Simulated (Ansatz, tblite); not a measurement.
# Dimethylphenylsulfonium bromide (C₈H₁₁BrS): one state, many levels

Aim: run the singlet of dimethylphenylsulfonium bromide (C₈H₁₁BrS) at one geometry on many levels, and compare frontier levels, spin and run time.

Method: as each input shows; program: Ansatz 0.2.0, Gaussian basis.

The runs, in order: GFN1-xTB, GFN2-xTB, PBE-D4/def2-TZVP, r2SCAN-D4/def2-TZVP, BHLYP-D4/def2-TZVP, B97M-V/def2-TZVP, PBE-D4/def2-SVP, PBE0-D4/def2-SVP, MP2/def2-SVP.

**1. The structure**

The singlet was relaxed beforehand with PBE-D4/def2-SVP.

SMILES `C[S+](C)c1ccccc1.[Br-]`, 21 atoms, charge 0, spin multiplicity 1.

Bond lengths: C1–S2 1.823 Å, C1–H10 1.106 Å, C1–H11 1.107 Å, C1–H12 1.105 Å, S2–C3 1.823 Å, S2–C4 1.883 Å, C3–H13 1.108 Å, C3–H14 1.106 Å, C3–H15 1.105 Å, C4–C5 1.403 Å, C4–C9 1.405 Å, C5–C6 1.405 Å, C5–H16 1.102 Å, C6–C7 1.402 Å, C6–H17 1.100 Å, C7–C8 1.405 Å, C7–H18 1.100 Å, C8–C9 1.403 Å and more. Angles: S2–C1–H10 105.7°, S2–C1–H11 104.6°, S2–C1–H12 110.6°, H10–C1–H11 110.1°, H10–C1–H12 110.8°, H11–C1–H12 114.5°, C1–S2–C3 103.2°, C1–S2–C4 97.1°, C3–S2–C4 97.1°, S2–C3–H13 104.3°, S2–C3–H14 105.9°, S2–C3–H15 110.6°, H13–C3–H14 110.8°, H13–C3–H15 114.0°, H14–C3–H15 110.8°, S2–C4–C5 113.8°, S2–C4–C9 125.7°, C5–C4–C9 120.5° and more.

PBE0-D4/def2-TZVP was run before; its log isn't repeated, and its numbers join the tables.

**2. GFN1-xTB**

Tight binding, by tblite at 300 K electronic temperature and without a spin-polarisation term:

```python
tblite.interface.Calculator('GFN1-xTB', numbers, positions, charge=0, uhf=0).singlepoint()
```

Energy -825.2133 eV, HOMO -8.24 eV, LUMO -7.82 eV; 0.026 s.

**3. GFN2-xTB**

Tight binding, by tblite at 300 K electronic temperature and without a spin-polarisation term:

```python
tblite.interface.Calculator('GFN2-xTB', numbers, positions, charge=0, uhf=0).singlepoint()
```

Energy -816.4833 eV, HOMO -8.58 eV, LUMO -7.48 eV; 0.012 s.

**4. PBE-D4/def2-TZVP**

start.molden holds the orbitals of an earlier run on this state, given as this run's starting guess.

Contents of in.yaml:

```yaml
crystal:
  periodic: [false, false, false]
  atoms:
    - {symbol: C, position_ang: [2.093283, 0.613074, 1.068462]}
    - {symbol: S, position_ang: [1.463504, -0.741840, 0.023956]}
    - {symbol: C, position_ang: [1.760122, -0.134372, -1.668606]}
    - {symbol: C, position_ang: [-0.359635, -0.281500, 0.118919]}
    - {symbol: C, position_ang: [-1.189401, -1.335278, 0.529526]}
    - {symbol: C, position_ang: [-2.574341, -1.129334, 0.642331]}
    - {symbol: C, position_ang: [-3.122180, 0.126732, 0.344129]}
    - {symbol: C, position_ang: [-2.286884, 1.179215, -0.067086]}
    - {symbol: C, position_ang: [-0.903036, 0.978621, -0.181018]}
    - {symbol: H, position_ang: [1.864140, 0.319479, 2.109831]}
    - {symbol: H, position_ang: [3.187848, 0.607178, 0.902750]}
    - {symbol: H, position_ang: [1.596215, 1.566006, 0.810122]}
    - {symbol: H, position_ang: [2.857646, -0.208707, -1.797241]}
    - {symbol: H, position_ang: [1.236763, -0.840908, -2.339485]}
    - {symbol: H, position_ang: [1.361530, 0.889386, -1.789966]}
    - {symbol: H, position_ang: [-0.748984, -2.318589, 0.760076]}
    - {symbol: H, position_ang: [-3.225687, -1.955658, 0.964797]}
    - {symbol: H, position_ang: [-4.206833, 0.289802, 0.432070]}
    - {symbol: H, position_ang: [-2.716071, 2.165279, -0.301895]}
    - {symbol: H, position_ang: [-0.263222, 1.814503, -0.505150]}
    - {symbol: Br, position_ang: [4.175203, -1.603078, -0.056500]}
basis:
  gaussian: {orbitals: def2-TZVP, initial_orbitals: start.molden}
hamiltonian: {xc: pbe, dispersion: d4}
scf: {omitted_lower_state_checks: [starts]}
output: {forces: true, orbitals: {seedname: orbitals}}
```

The run is started by

```console
> ansatz run in.yaml --threads 4 --pin off --events-out ev --progress --plain --max-ram 6963MiB
```

Further steps of the session: r2SCAN-D4/def2-TZVP; BHLYP-D4/def2-TZVP; B97M-V/def2-TZVP; PBE-D4/def2-SVP; PBE0-D4/def2-SVP; MP2/def2-SVP.

Before running them: what should the planned runs give, taken together? Wanted: gap in def2-TZVP, named functionals, smallest and largest; correlation energy, MP2/def2-SVP; binding an atom, functionals in def2-TZVP; PBE0 total energy, smallest basis above largest.

**Answer**, as computed:

| quantity | value |
| --- | --- |
| gap in def2-TZVP, named functionals, smallest and largest | 2.19 eV (PBE-D4), 6.00 eV (BHLYP-D4) |
| correlation energy, MP2/def2-SVP | -39.60 eV |
| binding an atom, functionals in def2-TZVP | 4.18 (BHLYP-D4) to 4.46 eV (PBE-D4) |
| PBE0 total energy, smallest basis above largest | 21.38 eV (def2-SVP, def2-TZVP) |

Over the named functionals in def2-TZVP the gap runs from 2.19 eV (PBE-D4) to 6.00 eV (BHLYP-D4); exact exchange widens it.
